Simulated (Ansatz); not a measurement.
Working through a single point from an input typed as a dict of YbZn₂As₂, space group P-3m1

Computed with the Ansatz DFT code, driven from Python.

The cells in order, each with its output:

**Cell 1**
```python
import warnings

import ansatz
import numpy as np
```

**Cell 2**
```python
warnings.simplefilter("ignore", ansatz.DeckWarning)
```

**Cell 3**
```python
settings = {
    "crystal": {
        "lattice": [[4.183612, 0.0, 0.0], [-2.091806, 3.623115, 0.0], [0.0, 0.0, 6.964981]],
        "atoms": [
            {"symbol": "Yb", "position": [0.0, 0.0, 0.0]},
            {"symbol": "Zn", "position": [0.333333, 0.666667, 0.633612]},
            {"symbol": "Zn", "position": [0.666667, 0.333333, 0.366388]},
            {"symbol": "As", "position": [0.333333, 0.666667, 0.254904]},
            {"symbol": "As", "position": [0.666667, 0.333333, 0.745096]},
        ],
        "symmetry": {"detect": False},
    },
    "kpoints": {"mp_grid": {"kspacing": 0.3}},
    "hamiltonian": {"xc": "lda"},
    "scf": {
        "occupations": {"method": "gaussian", "width": 0.15},
        "convergence": {"dr2_threshold": 1e-11},
    },
    "output": {"forces": True, "stress": True},
}
```

**Cell 4**
```python
done = ansatz.Session.from_dict(settings).plan().execute()
summary = done.report
```

**Cell 5**
```python
done.lattice.cell_ang
```
Output:
```text
array([[ 4.183612,  0.      ,  0.      ],
       [-2.091806,  3.623115,  0.      ],
       [ 0.      ,  0.      ,  6.964981]])
```

**Cell 6**
```python
summary["converged"], summary["free_energy_ev"]
```
Output:
```text
(True, -29603.594331666267)
```

**Cell 7**
```python
for key in ("converged", "n_iterations", "n_electrons", "n_kpoints", "n_pw", "n_symmetry_ops", "free_energy_ev", "fermi_energy_ev"):
    print(f"{key:18s} {summary[key]}")
```
Output:
```text
converged          True
n_iterations       15
n_electrons        78.0
n_kpoints          76
n_pw               2033
n_symmetry_ops     1
free_energy_ev     -29603.594331666267
fermi_energy_ev    10.924174774042484
```

**Cell 8**
```python
# pressure is a third of the trace
stress = np.array(summary["stress_gpa"])
print(f"pressure {np.trace(stress) / 3:.3f} GPa")
print("stress tensor, GPa, positive in compression")
np.round(stress, 3) + 0.0
```
Output:
```text
pressure -6.147 GPa
stress tensor, GPa, positive in compression
array([[-5.549,  0.   ,  0.   ],
       [ 0.   , -5.549,  0.   ],
       [ 0.   ,  0.   , -7.343]])
```

Reading the output:
- These settings explore the input space; cutoff and mesh may be short of convergence.
- Semilocal functionals put the nearly full 4f shell of Yb too close to the Fermi level.
- Only differences from the Fermi energy are physical; the zero of the scale is a convention.
- At these settings the cell as given stands under about -6 GPa, so it isn't at this functional's equilibrium volume.
- This cell is a computed structure, which may not be the phase found in nature.
- Finished in 56 s on 1 thread of Arm Neoverse V2 (shared host), peak memory 0.56 GiB.

(Lines on the test bed's own set-up are left out of the output.)
